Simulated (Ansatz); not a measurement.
# MoSe (Fm-3m) in Ansatz: further runs

One crystal, MoSe, is run at these levels: PBE; tasks: single point.

Program: Ansatz 0.2.0. These are calculated values, not measurements. Logs are shortened: lines on timing, memory, paths and dates and some standing lists are left out, and cuts for length are marked.

### 1 Starting point

Symmetry: Fm-3m, No. 225, cubic system. Conventional cell: a = 5.786 Å, b = 5.786 Å, c = 5.786 Å, α = 90.00°, β = 90.00°, γ = 90.00°. Mo (site symmetry m-3m) has 6 Se at 2.89 Å as nearest neighbours. Around Se (site symmetry m-3m) lie 6 Mo at 2.89 Å.

The cell was built by a generator and needn't be a form met in nature.

### 2 Single point, PBE, 22.76 Å³/atom (volume scaled by 0.94)

File input.yaml:

```yaml
crystal:
  lattice:
    - [0.0, 2.8338245822, 2.8338245822]
    - [2.8338245822, 0.0, 2.8338245822]
    - [2.8338245822, 2.8338245822, 0.0]
  atoms:
    - { symbol: Mo, position: [0.0, 0.0, 0.0] }
    - { symbol: Se, position: [0.5, 0.5, 0.5] }
kpoints:
  mp_grid: { grid: [8, 8, 8] }
scf:
  occupations: { method: fermi_dirac, width: 0.05 }
hamiltonian:
  xc: pbe
  pseudopotentials: { kind: all_electron, lapw: { basis_error: 0.0005 } }
output:
  forces: true
  stress: true
  eigenvalues: true
```

Potentials or basis: all-electron LAPW, scalar-relativistic.

Launch:

```bash
ansatz run input.yaml --threads 1 --pin off --max-ram 3072MiB --backend cpu --events-out ev --progress --plain --runs-dir out
```

What it wrote:

```text
Warning: RAYON_NUM_THREADS=1 ignored (pool sized by the plan → 1); use --threads N
LAPW: plane waves up to 7.849 Å⁻¹, error target 5.0e-4 eV per atom; small_component_spin mean_spin; Se in spheres of 1.376 Å, 24 of its electrons in bands, Dirac shells []; Mo in spheres of 1.458 Å, 24 of its electrons in bands, Dirac shells [] (how accurate: hamiltonian.pseudopotentials.lapw.basis_error, Limitations)
Engine: ansatz 0.2.0, aarch64-unknown-linux-gnu
Pseudopotentials: kind: all_electron
Pseudopotential: Mo, LAPW, valence charge 24, lapw/all_electron/scalar/gaussian/Mo, Koelling and Harmon's equation, gaussian nucleus
Pseudopotential: Se, LAPW, valence charge 24, lapw/all_electron/scalar/gaussian/Se, Koelling and Harmon's equation, gaussian nucleus
Functional definition: PBE
  parameter kappa = 0.804
  parameter beta = 0.06672455060314922
  exchange = pbe_x(kappa = kappa, mu = beta*pi^2/3)
  correlation = pbe_c(beta = beta)
Crystal: 2 atoms, lattice volume = 45.514 Å³
Basis set: ecut = 234.72990310727002 eV, 339 PW (Γ), exchange–correlation at level 2
Bands: 29, of which v1, the nominal top of the filled ones, is band 24 counted from 1 (23 counted from 0)
Symmetry: 48 space group operations
Space group: Fm-3m (ITA 225), of the structure as read, at distance tolerance 3.6e-5 Å
k-points: 29 of 512
Non-local potential: Mo, projectors of the file, none
Non-local potential: Se, projectors of the file, none
Initial density: superposition of atomic densities (chi_scale 0.1, normalization cell, long waves kept (reshape's long-wave potential 0.00 eV rms))
Initial wavefunctions: plane waves of lowest kinetic energy (no species holds an atomic orbital)
Functional: x = pbe(κ = 0.804, μ = 0.2195149727645171), c = pbe(β = 0.06672455060314922)
iter 1 solved again at ethr=2.47e-3 eV; its pass at ethr=1.00e-1 eV (dr2=1.19e0 eV) is discarded
SCF iter   1: F=—  HF=-176302.226119 eV  |F-HF|=—  |Δ(HF+E_count)|=         —  Δρ=3.67e-2  dr2=1.19e0  ethr=2.47e-3  ⟨swp⟩=2.0  Hψ=5319  notcnv=0
preconditioner: auto → LDOS  [metal: Δε(μ)=0.011 eV  Ē_g=7.754 eV  σ=0.050 eV  W_gap=0.05  n_scr=14 (ndim 8)  ℏωp=19.1 eV  f_vac=0.013  D(μ)=5.43/eV (n_scr^D=64)  β→1.0]
SCF iter   2: F=—  HF=-176301.637105 eV  |F-HF|=—  |Δ(HF+E_count)|=   5.89e-1  Δρ=1.89e-2  dr2=2.66e-1  ethr=2.47e-3  ⟨swp⟩=2.1  Hψ=2621  notcnv=0
iter 3 solved again at ethr=7.86e-6 eV; its pass at ethr=5.55e-4 eV (dr2=3.77e-3 eV) is discarded
SCF iter   3: F=—  HF=-176301.661141 eV  |F-HF|=—  |Δ(HF+E_count)|=   2.40e-2  Δρ=3.01e-3  dr2=3.77e-3  ethr=7.86e-6  ⟨swp⟩=2.0  Hψ=4307  notcnv=0
SCF iter   4: F=—  HF=-176301.625904 eV  |F-HF|=—  |Δ(HF+E_count)|=         —  Δρ=1.25e-3  dr2=6.31e-4  ethr=7.85e-6  ⟨swp⟩=3.0  Hψ=2749  notcnv=0
the basis was enlarged: its passes take 378.7 KiB over the memory plan, 1 of 1 planned eigensolver slots
SCF iter   5: F=—  HF=-176301.625062 eV  |F-HF|=—  |Δ(HF+E_count)|=   8.42e-4  Δρ=5.30e-4  dr2=1.45e-4  ethr=1.31e-6  ⟨swp⟩=3.0  Hψ=2628  notcnv=0
SCF iter   6: F=—  HF=-176301.625029 eV  |F-HF|=—  |Δ(HF+E_count)|=   3.25e-5  Δρ=1.81e-4  dr2=1.98e-5  ethr=3.01e-7  ⟨swp⟩=2.7  Hψ=2567  notcnv=0
SCF iter   7: F=—  HF=-176301.625031 eV  |F-HF|=—  |Δ(HF+E_count)|=   1.91e-6  Δρ=5.12e-5  dr2=1.54e-6  ethr=4.12e-8  ⟨swp⟩=2.0  Hψ=2543  notcnv=0
SCF iter   8: F=-176301.625032 eV  HF=-176301.625032 eV  |F-HF|=3.66e-8  |Δ(HF+E_count)|=   7.25e-7  Δρ=9.22e-6  dr2=3.91e-8  ethr=3.21e-9  ⟨swp⟩=2.9  Hψ=2586  notcnv=0
SCF 1 converged in 8 iterations: F = -176301.625032 eV  dr2 = 3.91e-8
SCF converged after 8 iterations
Free energy (F): -176301.625032 eV
Harris-Foulkes:  -176301.625032 eV  (|F-HF|=3.66e-8)
Internal energy: -176301.582319 eV  (E = F + TS)
E sigma→0 (E₀):  -176301.603676 eV
Entropy (-TS):   -0.042712 eV (-21.356 meV/atom)
Fermi energy:    13.125772 eV
--- Per-component energies (eV) ---
  E_band       = -3737.885902
  E_kinetic    = 181851.653300
  E_xc         = -5763.251589
  E_electrostatic = -352389.984030  (all electrons and nuclei)
  E_smearing   = -0.042712  (= −TS)
  E_closure    = 0.000000  (closes the sum)
  E_atoms      = -176289.095232  (free atoms, spherical and without spin; not in F)
  Σ components = -176301.625032   (vs F -176301.625032, Δ=0.00e0)
  Basis errors (estimates in eV, not in F): energy 1.8e-4 per atom: plane waves 1.6e-4 (8.6e-5 summed), levels above the bands 1.5e-53, relativity 1.9e-8, radial functions 2.4e-5, core shells 6.8e-7; eigenvalues (radial functions only) 8.0e-7; not estimated: angular momenta, meshes, grids; target (lapw.basis_error) 5.0e-4; muffin-tin radii Se 1.376 Å, Mo 1.458 Å
--- Forces (eV/Å), atoms counted from 1 ---
  atom   1  Mo     0.00000000     0.00000000     0.00000000
  atom   2  Se     0.00000000    -0.00000000     0.00000000
  max |Σ_I F_I| component: 1.63e-30 eV/Å
--- Stress (GPa, compression-positive) ---
      -18.895789       0.000000      -0.000000
        0.000000     -18.895789       0.000000
       -0.000000       0.000000     -18.895789
  P = ⅓ Tr σ = -18.8958 GPa (-188.958 kbar)
--- Band table (eV; the first three rows and the last of 29) ---
  k-point 0: bands = ["-204.9451", "-204.9451", "-204.9171", "-204.9171", "-204.9171", "-195.9337", "-135.3987", "-135.3987", "-135.3987", "-48.1673", "-35.6031", "-35.6031", "-35.5978", "-35.5978", "-35.5978", "-22.2287", "-22.2287", "-22.2287", "-1.3289", "11.0950", "11.0950", "11.0950", "11.9116", "11.9116", "11.9116", "12.1218", "12.1218", "14.2523", "21.4506"]
  k-point 1: bands = ["-204.9451", "-204.9451", "-204.9171", "-204.9171", "-204.9171", "-195.9337", "-135.3987", "-135.3987", "-135.3987", "-48.1671", "-35.6031", "-35.6031", "-35.5978", "-35.5978", "-35.5978", "-22.2341", "-22.2292", "-22.2292", "-1.2164", "9.9487", "10.3456", "10.3456", "12.0748", "12.0748", "12.2474", "13.0520", "13.0520", "15.2318", "21.1165"]
  k-point 2: bands = ["-204.9451", "-204.9451", "-204.9171", "-204.9171", "-204.9171", "-195.9337", "-135.3987", "-135.3987", "-135.3987", "-48.1664", "-35.6031", "-35.6031", "-35.5977", "-35.5977", "-35.5977", "-22.2471", "-22.2304", "-22.2304", "-0.9237", "8.4187", "9.5213", "9.5213", "12.4492", "12.4492", "12.5943", "14.4335", "14.4335", "16.5995", "20.1711"]
  k-point 28: bands = ["-204.9451", "-204.9451", "-204.9171", "-204.9171", "-204.9171", "-195.9337", "-135.3987", "-135.3987", "-135.3987", "-48.1650", "-35.6031", "-35.6029", "-35.5977", "-35.5977", "-35.5974", "-22.2511", "-22.2511", "-22.2420", "-0.4485", "8.5349", "8.5349", "8.5498", "12.8558", "12.8558", "13.4839", "13.5514", "13.5729", "18.5914", "20.1294"]
```

It took 11 s on 1 thread of Arm Neoverse V2, shared host; peak memory 0.32 GiB.

What came out:

| Quantity | Value |
| --- | --- |
| Free energy | -176301.6250 eV |
| Pressure | -18.9 GPa |
| Band gap on the k mesh | none (metal or under the smearing width) |

### 3 Single point, PBE, 23.24 Å³/atom (volume scaled by 0.96)

input.yaml: that of step 2 with these lines changed.

```diff
@@ -2,5 +2,5 @@
   lattice:
-    - [0.0, 2.8338245822, 2.8338245822]
-    - [2.8338245822, 0.0, 2.8338245822]
-    - [2.8338245822, 2.8338245822, 0.0]
+    - [0.0, 2.8537817509, 2.8537817509]
+    - [2.8537817509, 0.0, 2.8537817509]
+    - [2.8537817509, 2.8537817509, 0.0]
   atoms:
```

Potentials or basis: all-electron LAPW, scalar-relativistic.

Launch:

```bash
ansatz run input.yaml --threads 1 --pin off --max-ram 3072MiB --backend cpu --events-out ev --progress --plain --runs-dir out
```

It took 11 s on 1 thread of Arm Neoverse V2, shared host; peak memory 0.32 GiB.

It converged, with:

```
Free energy            : -176301.5090 eV
Pressure               : -19.5 GPa
Band gap on the k mesh : none (metal or under the smearing width)
```

### 4 Single point, PBE, 23.73 Å³/atom (volume scaled by 0.98)

input.yaml: that of step 3 with these lines changed.

```diff
@@ -2,5 +2,5 @@
   lattice:
-    - [0.0, 2.8537817509, 2.8537817509]
-    - [2.8537817509, 0.0, 2.8537817509]
-    - [2.8537817509, 2.8537817509, 0.0]
+    - [0.0, 2.8734636263, 2.8734636263]
+    - [2.8734636263, 0.0, 2.8734636263]
+    - [2.8734636263, 2.8734636263, 0.0]
   atoms:
```

Launch:

```bash
ansatz run input.yaml --threads 1 --pin off --max-ram 3072MiB --backend cpu --events-out ev --progress --plain --runs-dir out
```

Run time: 11 s. Hardware: 1 thread of Arm Neoverse V2, shared host; peak memory 0.31 GiB.

The run converged. Its results:

| Quantity | Value |
| --- | --- |
| Free energy | -176301.3897 eV |
| Pressure | -20.0 GPa |
| Band gap on the k mesh | none (metal or under the smearing width) |

### 5 Single point, PBE, 24.21 Å³/atom

input.yaml: that of step 4 with these lines changed.

```diff
@@ -2,5 +2,5 @@
   lattice:
-    - [0.0, 2.8734636263, 2.8734636263]
-    - [2.8734636263, 0.0, 2.8734636263]
-    - [2.8734636263, 2.8734636263, 0.0]
+    - [0.0, 2.89287951, 2.89287951]
+    - [2.89287951, 0.0, 2.89287951]
+    - [2.89287951, 2.89287951, 0.0]
   atoms:
```

Launch:

```bash
ansatz run input.yaml --threads 1 --pin off --max-ram 3072MiB --backend cpu --events-out ev --progress --plain --runs-dir out
```

It took 11 s on 1 thread of Arm Neoverse V2, shared host; peak memory 0.32 GiB.

Results (log left out):

```yaml
Free_energy: -176301.2679 eV
Pressure: -20.3 GPa
Band_gap_on_the_k_mesh: none (metal or under the smearing width)
```

### 6 Single point, PBE, 24.69 Å³/atom (volume scaled by 1.02)

input.yaml: that of step 5 with these lines changed.

```diff
@@ -2,5 +2,5 @@
   lattice:
-    - [0.0, 2.89287951, 2.89287951]
-    - [2.89287951, 0.0, 2.89287951]
-    - [2.89287951, 2.89287951, 0.0]
+    - [0.0, 2.9120382108, 2.9120382108]
+    - [2.9120382108, 0.0, 2.9120382108]
+    - [2.9120382108, 2.9120382108, 0.0]
   atoms:
```

Potentials or basis: all-electron LAPW, scalar-relativistic.

Launch:

```bash
ansatz run input.yaml --threads 1 --pin off --max-ram 3072MiB --backend cpu --events-out ev --progress --plain --runs-dir out
```

It took 11 s on 1 thread of Arm Neoverse V2, shared host; peak memory 0.32 GiB.

Results (log left out):

```yaml
Free_energy: -176301.1441 eV
Pressure: -20.6 GPa
Band_gap_on_the_k_mesh: none (metal or under the smearing width)
```

### 7 Single point, PBE, 25.18 Å³/atom (volume scaled by 1.04)

input.yaml: that of step 6 with these lines changed.

```diff
@@ -2,5 +2,5 @@
   lattice:
-    - [0.0, 2.9120382108, 2.9120382108]
-    - [2.9120382108, 0.0, 2.9120382108]
-    - [2.9120382108, 2.9120382108, 0.0]
+    - [0.0, 2.9309480797, 2.9309480797]
+    - [2.9309480797, 0.0, 2.9309480797]
+    - [2.9309480797, 2.9309480797, 0.0]
   atoms:
```

Launch:

```bash
ansatz run input.yaml --threads 1 --pin off --max-ram 3072MiB --backend cpu --events-out ev --progress --plain --runs-dir out
```

It took 11 s on 1 thread of Arm Neoverse V2, shared host; peak memory 0.32 GiB.

It converged, with:

```yaml
Free_energy: -176301.0189 eV
Pressure: -20.8 GPa
Band_gap_on_the_k_mesh: none (metal or under the smearing width)
```

### 8 Single point, PBE, 25.66 Å³/atom (volume scaled by 1.06)

input.yaml: that of step 7 with these lines changed.

```diff
@@ -2,5 +2,5 @@
   lattice:
-    - [0.0, 2.9309480797, 2.9309480797]
-    - [2.9309480797, 0.0, 2.9309480797]
-    - [2.9309480797, 2.9309480797, 0.0]
+    - [0.0, 2.9496170421, 2.9496170421]
+    - [2.9496170421, 0.0, 2.9496170421]
+    - [2.9496170421, 2.9496170421, 0.0]
   atoms:
```

Launch:

```bash
ansatz run input.yaml --threads 1 --pin off --max-ram 3072MiB --backend cpu --events-out ev --progress --plain --runs-dir out
```

Run time: 11 s. Hardware: 1 thread of Arm Neoverse V2, shared host; peak memory 0.32 GiB.

It converged, with:

| Quantity | Value |
| --- | --- |
| Free energy | -176300.8926 eV |
| Pressure | -20.9 GPa |
| Band gap on the k mesh | none (metal or under the smearing width) |

### 9 For comparison

An earlier run on the cell as given: functional PBE; potentials or basis all-electron LAPW, scalar-relativistic; cutoff 206 eV (chosen from the basis error); basis error allowed 0.001 eV/atom; k mesh 8 × 8 × 8; occupations fermi-dirac, width 0.05 eV; no spin polarisation.

- Pressure: -20.3 GPa
- Band gap on the k mesh: none (metal or under the smearing width)
- Loewdin charges: Mo +0.31; Se -0.22 e
